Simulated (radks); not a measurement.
**Ce⁴⁷⁺ in [Ne] 3s0.5 4s0.5: an all-electron calculation**

Wanted: eigenvalues, radial structure and energy terms of the cerium ion Ce47+.

The numbers are computed with radks (a radial shooting solver on a logarithmic mesh, Libxc functionals) version 1 (scalar-relativistic Kohn-Sham, PBE, spin-polarised, spherical densities, point nucleus; open shells are filled with parallel spins first), except any that are marked as measured or tabulated.

## (1) The atom as given

| Item | Value |
| --- | --- |
| element | cerium (Z = 58) |
| charge | +47 |
| electrons | 11 |
| configuration | [Ne] 3s0.5 4s0.5 |

## (2) The run

Input:

```text
Z 58
configuration [Ne] 3s0.5 4s0.5 3p0 3d0
relativity scalar-relativistic
functional pbe,pbe
spin polarised
nucleus point
c 137.035999084
```

What does the calculation give?

As calculated:

| quantity | value |
| --- | --- |
| total energy | -6606.2606 hartree |
| exchange-correlation share of it | 1.57 % |
| −T/E | 1.0753 |
| highest occupied level | 4s up, -2137.7 eV |
| most extended occupied level | 4s up, <r> = 0.454 bohr |
| radius at density 0.001 e/bohr³ | 0.937 bohr |
| maxima of the radial density | 3 |

What this shows: 4 principal shells are occupied and 3 maxima appear in the radial density; where shells overlap, one shows as a shoulder or not at all. Relativity lifts −T/E to 1.075. This is not the tabulated ground configuration, so its levels and sizes aren't those of the ground state, and no measured value stands beside it.
